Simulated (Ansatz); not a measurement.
# Ag: stress in a strained cell

Aim: deform Ag (zz strain of -1 %) and compute stress, forces and field gradients with LAPW, PAW and all-electron datasets made for the crystal.

Program: Ansatz 0.2.0. Level of theory: DFT LDA, scalar-relativistic. These are calculated values, not measurements.

## (1) The structure to begin with

Symmetry: Fm-3m, No. 225, cubic system. The conventional cell has a = 4.086 Å, b = 4.086 Å, c = 4.086 Å, α = 90.00°, β = 90.00°, γ = 90.00°. Ag (site symmetry m-3m) has 12 Ag at 2.89 Å as nearest neighbours.

As a file:

```
CELL_PARAMETERS angstrom
0.00000 2.04310 2.04310
2.04310 0.00000 2.04310
2.04310 2.04310 0.00000
ATOMIC_POSITIONS crystal
Ag 0.00000 0.00000 0.00000
```

## (2) After the deformation

Space group Fm-3m before, I4/mmm after.

## (3) LAPW, all electrons

input.yaml

```yaml
crystal:
  lattice:
    - [0.0, 2.0431, 2.022669]
    - [2.0431, 0.0, 2.022669]
    - [2.0431, 2.0431, 0.0]
  atoms:
    - { symbol: Ag, position: [0.0, 0.0, 0.0] }
kpoints:
  mp_grid: { grid: [15, 15, 15] }
  band_path:
    path:
      - [0.0, 0.0, 0.0]
      - [0.0, 0.5, 0.5]
      - [0.25, 0.75, 0.5]
      - [0.0, 0.5, 0.0]
      - [0.0, 0.0, 0.0]
      - [0.5, 0.5, 0.0]
      - [0.3775380063, 0.6224619937, 0.0]
      - [-0.3775380063, 0.3775380063, 0.0]
      - [0.0, 0.0, 0.0]
    npoints: 5
scf:
  occupations: { method: fermi_dirac, width: 0.05 }
hamiltonian:
  xc: lda
  pseudopotentials: { kind: all_electron, lapw: { basis_error: 0.001 } }
output:
  forces: true
  stress: true
  eigenvalues: true
```

Started as:

```sh
$ ansatz run input.yaml --threads 1 --pin off --max-ram 3072MiB --backend cpu --events-out ev --progress --plain --runs-dir out
```

## (4) PAW on the default files

input.yaml

```yaml
crystal:
  lattice:
    - [0.0, 2.0431, 2.022669]
    - [2.0431, 0.0, 2.022669]
    - [2.0431, 2.0431, 0.0]
  atoms:
    - { symbol: Ag, position: [0.0, 0.0, 0.0] }
kpoints:
  mp_grid: { grid: [15, 15, 15] }
scf:
  occupations: { method: fermi_dirac, width: 0.05 }
hamiltonian:
  xc: lda
  pseudopotentials: { kind: paw }
output:
  forces: true
  stress: true
  eigenvalues: true
  efg: { contact_densities: true }
  write_density: true
  write_potential: true
  elf: true
  volumetric_format: npy
```

## (5) All-electron PAW on datasets made for the crystal

input.yaml: that of step 4 with these lines changed.

```diff
@@ -13,3 +13,3 @@
   xc: lda
-  pseudopotentials: { kind: paw }
+  pseudopotentials: { kind: all_electron, datasets: crystal }
 output:
@@ -19,5 +19 @@
   efg: { contact_densities: true }
-  write_density: true
-  write_potential: true
-  elf: true
-  volumetric_format: npy
```

(Steps that only read results are left out.)

Q: Predict the outcome of this session. Wanted: pressure; largest shear or deviatoric stress.

**Answer**, as computed:

```
                                 quantity                                              value
                                 pressure  LAPW -6.46, PAW -6.46, crystal datasets -6.46 GPa
largest shear or deviatoric stress (LAPW)                                           0.04 GPa
```

The largest part of the stress beyond the pressure is 0.04 GPa in size, in the zz component. No run of the undeformed cell stands beside it, so the pressure holds what the given cell had before the change. PAW: stress within 0.01 GPa of LAPW. Crystal datasets: stress within 0.01 GPa of LAPW.
